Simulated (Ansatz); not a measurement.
# B10Ru: the cost of one run

Computed with Ansatz 0.2.0 (DFT PBE, scalar-relativistic, plane waves, PAW, unless a step's input says otherwise).

### Step 1. The system as given

Symmetry: P4/mmm, No. 123, tetragonal system. Conventional cell: a = 4.813 Å, b = 4.813 Å, c = 3.694 Å, α = 90.00°, β = 90.00°, γ = 90.00°. B (site symmetry m2m) is surrounded by 1 B at 1.32 Å and 1 Ru at 1.75 Å. B (site symmetry mmm) has 2 B at 1.19 Å in its first shell of neighbours. Around B (site symmetry m2m) lie 1 B at 1.19 Å. Ru (site symmetry 4/mmm) is surrounded by 4 B at 1.75 Å.

Structure file:

```
CELL_PARAMETERS angstrom
4.81283 0.00000 0.00000
0.00000 4.81283 0.00000
0.00000 0.00000 3.69423
ATOMIC_POSITIONS crystal
B 0.36288 0.00000 0.00000
B 0.63712 0.00000 0.00000
B 0.00000 0.36288 0.00000
B 0.00000 0.63712 0.00000
B 0.00000 0.50000 0.50000
B 0.50000 0.00000 0.50000
B 0.75240 0.50000 0.50000
B 0.24760 0.50000 0.50000
B 0.50000 0.75240 0.50000
B 0.50000 0.24760 0.50000
Ru 0.00000 0.00000 0.00000
```

Recipe of the guess: random cell by space group and Wyckoff sites (P4/mmm, No. 123). The dimensions are guesses.

### Step 2. Probe: one point on a coarse mesh

File input.yaml:

```yaml
crystal:
  lattice:
    - [4.81283427, 0.0, 0.0]
    - [0.0, 4.81283427, 0.0]
    - [0.0, 0.0, 3.69423082]
  atoms:
    - { symbol: B, position: [0.36287608, 0.0, 0.0] }
    - { symbol: B, position: [0.63712392, 0.0, 0.0] }
    - { symbol: B, position: [0.0, 0.36287608, 0.0] }
    - { symbol: B, position: [0.0, 0.63712392, 0.0] }
    - { symbol: B, position: [0.0, 0.5, 0.5] }
    - { symbol: B, position: [0.5, 0.0, 0.5] }
    - { symbol: B, position: [0.75239769, 0.5, 0.5] }
    - { symbol: B, position: [0.24760231, 0.5, 0.5] }
    - { symbol: B, position: [0.5, 0.75239769, 0.5] }
    - { symbol: B, position: [0.5, 0.24760231, 0.5] }
    - { symbol: Ru, position: [0.0, 0.0, 0.0] }
basis:
  ecutwfc: 420
kpoints:
  mp_grid: { grid: [4, 4, 6] }
hamiltonian:
  xc: pbe
scf:
  occupations: { method: gaussian, width: 0.1 }
  lower_state_search: "off"
output:
  forces: true
  stress: true
  eigenvalues: true
```

The run is started by

```bash
> ansatz run input.yaml --threads 1 --pin off --max-ram 2560MiB --backend cpu --events-out ev --progress --plain --runs-dir out
```

Q: Estimate wall time and peak memory on 1 thread of Intel Xeon at 2.50GHz (Skylake/Cascade Lake), shared host.

About 9.7 s, with a peak of 0.38 GiB.
